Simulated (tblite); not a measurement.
# H6O27Zr12: the cost of one run

Computed with tblite 0.8.0 and PySCF 2.14.0 and routines of our own; the level stands in each step. Atoms count from 0.

## Step 1: The starting structure

45 atoms, charge 0, multiplicity 1; geometry from: force field, distance geometry or constructed start.

## Step 2: Relaxing the molecule with GFN1-xTB

The job: settings as JSON, then the geometry in Å.

```
{"job": {"kind": "relax", "xc": "GFN1-xTB", "basis": "xTB"}, "charge": 0, "multiplicity": 1}
Zr    -1.903300    -2.453800     0.259700
Zr    -1.911400     0.095600    -2.290600
Zr    -1.903000     0.090700     2.807300
Zr    -1.908900     2.642400     0.255100
Zr    -4.454200     0.091800     0.264700
Zr     0.633500    -2.452500    -2.286300
Zr     0.636900    -2.450300     2.803000
Zr     3.185200    -2.449300     0.262800
Zr     0.639500     2.635900    -2.284100
Zr     3.179000     0.092200    -2.282100
Zr     0.634700     2.636800     2.804200
Zr     0.634300     0.091000     0.261300
O     -3.184100    -1.178800    -1.006200
O     -0.633500    -1.180100    -1.013900
O     -0.637900    -3.719400    -1.011000
O     -3.182600    -1.178900     1.540100
O     -0.635300    -1.177600     1.534700
O     -0.636800    -3.727900     1.532800
O     -0.636300    -1.177700    -3.553700
O     -3.177900     1.366400    -1.008500
O     -0.638000     1.369300    -3.554700
O     -0.636600     1.367000    -1.011400
O     -0.632300    -1.174900     4.085400
O     -3.184900     1.361200     1.532300
O     -0.635200     1.368100     1.534700
O     -0.641800     1.364600     4.081300
O     -0.635000     3.912800    -1.011900
O     -0.636300     3.911100     1.535000
O     -5.725100     1.365900    -1.013200
O      1.910400    -3.724100    -1.007800
O      1.912900    -1.178900    -1.012300
O      1.907400    -1.178200    -3.556000
O      1.908300    -3.724400     1.531900
O      1.911400    -1.180800     1.537500
O      4.455500    -1.177700    -1.014500
O      1.909800     1.367700    -1.014100
O      1.908500     1.365600    -3.560300
O      1.910200     3.913000     4.076200
O      1.910400     1.361600     1.533700
H      1.536800     4.556300     4.722400
H     -6.704900     1.332300    -0.976400
H      2.895200     1.359900     1.537500
H      1.914200    -4.703500    -1.014800
H      5.436900    -1.180000    -1.013000
H      1.905600     1.367200    -4.533800
```

On the command line:

```sh
> OMP_NUM_THREADS=8 python large_run.py task.json out
```

This one command runs all jobs of the session in turn.

Q: Estimate the wall time and peak memory of this first job on 8 threads of AMD EPYC 9R45, shared host.

About 40 s, with a peak of 0.16 GiB.
